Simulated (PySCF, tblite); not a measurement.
# GeH₃S radical: geometry, infrared bands and EPR parameters

Aim: predict the infrared bands and EPR parameters of GeH₃S radical (`[SH][GeH2]`).

Computed with tblite 0.8.0 and PySCF 2.14.0, with density-fitted response routines of our own, on a single molecule in the gas phase. Atoms are numbered from 0 throughout.

### Step 1. The starting structure

5 atoms, charge 0, multiplicity 2; geometry from: force field or distance geometry start.

Bonds of the start (Å): S0–Ge1 2.25, S0–H2 1.41, Ge1–H3 1.56, Ge1–H4 1.55.

### Step 2. Optimising the geometry with GFN2-xTB

The job: settings as JSON, then the geometry in Å.

```
{"job": {"kind": "relax", "xc": "GFN2-xTB", "basis": "xTB"}, "charge": 0, "multiplicity": 2}
S      1.343000    -0.517800     0.517700
Ge    -0.852700    -0.031200     0.498300
H      1.999900     0.199100    -0.508000
H     -1.514500    -1.055900    -0.466900
H     -0.967100     1.408700    -0.058300
```

Command:

```console
OMP_NUM_THREADS=1 python probes_run.py task.json out
```

The driver reads the jobs from task.json and runs them one after another.

**Question.** This job is followed by: GFN2-xTB harmonic vibrations, gas phase; UKS B3LYP, def2-TZVP-core on Ge, pcH-1 on H S, non-relativistic, mean-field spin-orbit, GIAO. What will the session give for the following? strongest single infrared mode (GFN2-xTB); zero-point energy (GFN2-xTB); g(iso) (B3LYP); ⟨S²⟩; largest a(iso) (averaged by class); potential on the surface of density 0.002 e/bohr³, 1st and 99th percentile.

As calculated:

| quantity | value |
| --- | --- |
| strongest single infrared mode (GFN2-xTB) | 1648 cm⁻¹, 680 km/mol |
| zero-point energy (GFN2-xTB) | 12.3 kcal/mol |
| g(iso) (B3LYP) | 2.01754 |
| ⟨S²⟩ | 0.753 (exact 0.75) |
| largest a(iso) (averaged by class) | 73Ge on Ge1, -272.0 MHz |
| potential on the surface of density 0.002 e/bohr³, 1st and 99th percentile | -0.65 V and 1.38 V |

**Reading.** The optimisation took 46 steps and gained 0.371 eV; among the close pairs (by a distance rule), S0–H2 changed most, from 1.413 to 1.328 Å. All 9 modes are real, so the xTB geometry is a minimum. The strongest single mode, at 1648 cm⁻¹, moves mainly H3. GFN2-xTB is a fitted tight-binding method: band positions and strengths are rough. Its intensities can rank the bands wrongly. The largest share of the spin, 0.61 e, sits on Ge1. The isotropic g lies 15.2 ppt above the free-electron value. The hyperfine terms hold no scalar relativity, which the heavier nuclei need. The conformer search found further structures of the same energy, which may be mirror or relabelled copies of this one.
